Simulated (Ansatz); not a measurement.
# Mo3Ir2: the cost of one run

Computed with Ansatz 0.2.0 (DFT PBE, scalar-relativistic, plane waves, PAW, unless a step's input says otherwise).

2 further runs of the same task are left out: 1 that didn't finish, 1 set aside as unsound or not needed. Runs told in other sessions of the task aren't counted.

**1. The starting structure**

It takes space group Pm-3m (No. 221, cubic). The conventional cell has a = 4.651 Å, b = 4.651 Å, c = 4.651 Å, α = 90.00°, β = 90.00°, γ = 90.00°. Mo (site symmetry 4/mmm) has 2 Ir at 2.33 Å in its first shell of neighbours. Ir (site symmetry m-3m) is surrounded by 12 Mo at 3.29 Å. Ir (site symmetry m-3m) has 6 Mo at 2.33 Å in its first shell of neighbours.

Coordinates:

```
Mo Ir
1.0
     4.65065    0.00000    0.00000
     0.00000    4.65065    0.00000
     0.00000    0.00000    4.65065
Mo Ir
3 2
Cartesian
  2.3253 0.0000 0.0000
  0.0000 2.3253 0.0000
  0.0000 0.0000 2.3253
  2.3253 2.3253 2.3253
  0.0000 0.0000 0.0000
```

It is the end of an earlier relaxation with the same method, from a database cell with other species swapped in; it is a trial structure. At a tolerance of 0.05 Å it has space group Pm-3m (No. 221); it has 20.12 Å³/atom, an uncorrected energy of +1.78 eV/atom over the elements.

**2. Electronic structure at the relaxed geometry**

Input file input.yaml:

```yaml
crystal:
  lattice:
    - [4.6506455095, 0.0, 0.0]
    - [0.0, 4.6506455095, 0.0]
    - [0.0, 0.0, 4.6506455095]
  atoms:
    - { symbol: Mo, position: [0.5, 0.0, 0.0] }
    - { symbol: Mo, position: [0.0, 0.5, 0.0] }
    - { symbol: Mo, position: [0.0, 0.0, 0.5] }
    - { symbol: Ir, position: [0.5, 0.5, 0.5] }
    - { symbol: Ir, position: [0.0, 0.0, 0.0] }
basis:
  ecutwfc: 420
kpoints:
  mp_grid: { grid: [8, 8, 8] }
  band_path:
    path:
      - [[0.0, 0.0, 0.0], [0.0, 0.5, 0.0], [0.5, 0.5, 0.0], [0.0, 0.0, 0.0], [0.5, 0.5, 0.5], [0.0, 0.5, 0.0]]
      - [[0.5, 0.5, 0.5], [0.5, 0.5, 0.0]]
    npoints: 14
hamiltonian:
  xc: pbe
scf:
  occupations: { method: gaussian, width: 0.1 }
  n_extra_bands: 12
output:
  forces: true
  stress: true
  eigenvalues: true
  populations: true
  dos: { projected: true, de: 0.02, nscf_kmesh: { grid: [10, 10, 10] } }
  bader: true
  write_density: true
  write_potential: true
  elf: true
  volumetric_format: npy
```

Run with:

```sh
$ ansatz run input.yaml --threads 1 --pin off --max-ram 2560MiB --backend cpu --events-out ev --progress --plain --runs-dir out
```

Q: Estimate wall time and peak memory on 1 thread of AMD EPYC 9R45 (Zen 5), shared host.

About 46 s, with a peak of 0.55 GiB.
